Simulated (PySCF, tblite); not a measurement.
# C₅H₉F₃P₂: geometry, infrared bands and NMR shifts

Aim: predict the infrared bands and NMR shifts of C₅H₉F₃P₂ (`C=CP(CCP)C(F)(F)F`).

The runs use tblite 0.8.0 and PySCF 2.14.0, with density-fitted response routines of our own; the level of theory stands in each step. All values are computed, except where a source is named. Atoms count from 0, in the outputs and in this text.

## (1) The molecule as given

19 atoms, charge 0, multiplicity 1; geometry from: force field or distance geometry start.

Bonds of the start (Å): C0–C1 1.34, C1–P2 1.83, P2–C3 1.82, C3–C4 1.50, C4–P5 1.84, P2–C6 1.84, C6–F7 1.39, C6–F8 1.40, C6–F9 1.38, C0–H10 1.10, C0–H11 1.10, C1–H12 1.08, C3–H13 1.13, C3–H14 1.12, C4–H15 1.12, C4–H16 1.09, P5–H17 1.45, P5–H18 1.43.

## (2) Relaxing the molecule with GFN2-xTB

What the job is given:

```
{"job": {"kind": "relax", "xc": "GFN2-xTB", "basis": "xTB"}, "charge": 0, "multiplicity": 1}
C     -3.034300    -1.333600     0.118100
C     -1.996500    -1.197200    -0.718800
P     -0.742300     0.114300    -0.474400
C      0.857800    -0.485800     0.139200
C      1.967100     0.531100     0.145100
P      3.498900    -0.250700     0.792600
C     -1.399800     1.605500     0.385800
F     -0.466300     2.639400     0.400400
F     -1.794300     1.337800     1.698300
F     -2.498800     2.101600    -0.294800
H     -3.743800    -2.151800    -0.092100
H     -3.196300    -0.652000     0.963100
H     -1.921200    -1.920200    -1.512800
H      1.181600    -1.333600    -0.531200
H      0.834000    -0.932400     1.165100
H      2.122100     0.790700    -0.931400
H      1.706100     1.479400     0.622300
H      4.421900     0.760400     1.282400
H      4.194400    -1.093600    -0.133900
```

Started as:

```
OMP_NUM_THREADS=1 python probes_run.py task.json out
```

The driver reads the jobs from task.json and runs them one after another.

**Question.** This job is followed by: GFN2-xTB harmonic vibrations, gas phase; GIAO PBE0/pcSseg-1 NMR shielding, non-relativistic, gas phase. What will the session give for the following? strongest single infrared mode (GFN2-xTB); zero-point energy (GFN2-xTB); 13C shifts against TMS (PBE0/pcSseg-1); 1H shifts against TMS (PBE0/pcSseg-1, means over atoms taken as alike); 31P shifts against H3PO4 (PBE0/pcSseg-1); 19F shifts against CFCl3 (PBE0/pcSseg-1, means over atoms taken as alike).

The runs gave:

| quantity | value |
| --- | --- |
| strongest single infrared mode (GFN2-xTB) | 1050 cm⁻¹, 226 km/mol |
| zero-point energy (GFN2-xTB) | 80.0 kcal/mol |
| 13C shifts against TMS (PBE0/pcSseg-1) | 144.5, 141.7, 141.3, 30.3, 15.1 ppm |
| 1H shifts against TMS (PBE0/pcSseg-1, means over atoms taken as alike) | 6.54, 6.53, 6.41, 2.88, 1.99, 1.97 ppm |
| 31P shifts against H3PO4 (PBE0/pcSseg-1) | -24.4, -175.7 ppm |
| 19F shifts against CFCl3 (PBE0/pcSseg-1, means over atoms taken as alike) | -75.9 ppm |

Over 180 steps the energy fell by 2.355 eV; of the close pairs, P5–H17 changed most, 1.454 to 1.393 Å. The lowest mode is slightly imaginary (16i cm⁻¹), a soft motion within the noise of the Hessian, so the minimum is not strictly shown. The strongest single mode, at 1050 cm⁻¹, moves mainly C6. GFN2-xTB is a fitted tight-binding method: band positions and strengths are rough. Its intensities can rank the bands wrongly. The most deshielded carbon is C0 (terminal =CH2 carbon), at 144.5 ppm: an sp2 carbon of a C=C bond. H12 (hydrogen on an alkene CH) lies farthest downfield among hydrogen, at 6.54 ppm; attached to an sp2 carbon and in the plane of the double bond. At PBE0/pcSseg-1: Shielding is most anisotropic at C0 (span 244 ppm, paramagnetic term -210 ppm).
